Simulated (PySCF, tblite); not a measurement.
# C4H5FNO radical: geometry, infrared bands and EPR parameters

What infrared bands and EPR parameters should C4H5FNO radical (`NC(=O)[C]1C[C@H]1F`) show?

Computed with tblite 0.8.0 and PySCF 2.14.0, with density-fitted response routines of our own, on a single molecule in the gas phase. Atoms are numbered from 0 throughout.

## (1) The starting structure

12 atoms, charge 0, multiplicity 2; geometry from: force field or distance geometry start.

Bonds of the start (Å): N0–C1 1.44, C1–O2 1.26, C1–C3 1.45, C3–C4 1.48, C4–C5 1.53, C5–F6 1.38, C5–C3 1.51, N0–H7 1.03, N0–H8 1.06, C4–H9 1.09, C4–H10 1.12, C5–H11 1.10.

## (2) Geometry optimisation with GFN2-xTB

What the job is given:

```
{"job": {"kind": "relax", "xc": "GFN2-xTB", "basis": "xTB"}, "charge": 0, "multiplicity": 2}
N      2.274800     0.194300     0.169500
C      1.006600    -0.494600     0.172800
O      0.945600    -1.701000    -0.169300
C     -0.169600     0.238500     0.611900
C     -1.522400    -0.326900     0.802400
C     -1.219400     0.504200    -0.440300
F     -1.546700     1.842700    -0.481600
H      3.156700    -0.248800     0.453000
H      2.207100     1.203000    -0.146100
H     -1.806500    -1.354000     0.582500
H     -2.141900     0.222500     1.556500
H     -1.183100    -0.080500    -1.372400
```

Command:

```sh
$ OMP_NUM_THREADS=1 python probes_run.py task.json out
```

One launch serves the whole session: the jobs run in the order shown.

**Question.** This job is followed by: GFN2-xTB harmonic vibrations, gas phase; UKS B3LYP, pcH-1 on C F H N O, non-relativistic, mean-field spin-orbit, GIAO. What will the session give for the following? strongest single infrared mode (GFN2-xTB); zero-point energy (GFN2-xTB); g(iso) (B3LYP); ⟨S²⟩; largest a(iso); potential on the surface of density 0.002 e/bohr³, 1st and 99th percentile.

**Answer**, as computed:

| quantity | value |
| --- | --- |
| strongest single infrared mode (GFN2-xTB) | 1640 cm⁻¹, 336 km/mol |
| zero-point energy (GFN2-xTB) | 52.5 kcal/mol |
| g(iso) (B3LYP) | 2.00351 |
| ⟨S²⟩ | 0.756 (exact 0.75) |
| largest a(iso) | 13C on C3, 126.7 MHz |
| potential on the surface of density 0.002 e/bohr³, 1st and 99th percentile | -1.96 V and 1.98 V |

The optimisation took 104 steps and gained 1.184 eV; among the close pairs (by a distance rule), N0–C1 changed most, from 1.443 to 1.371 Å. No mode is imaginary among the 30: a minimum at this level. The strongest single mode, at 1640 cm⁻¹, moves mainly C1 and O2. Unscaled tight-binding wavenumbers are off by several per cent, some by more. Its intensities can rank the bands wrongly. C3 carries the largest spin population, 0.84 e. The isotropic g lies 1.2 ppt above the free-electron value. These values are for one conformer; the search (at its own cheap level) found 2 more, at 0.00, 5.27 kcal/mol (those within 0.05 may be mirror or relabelled copies), and measured spectra average over such forms.
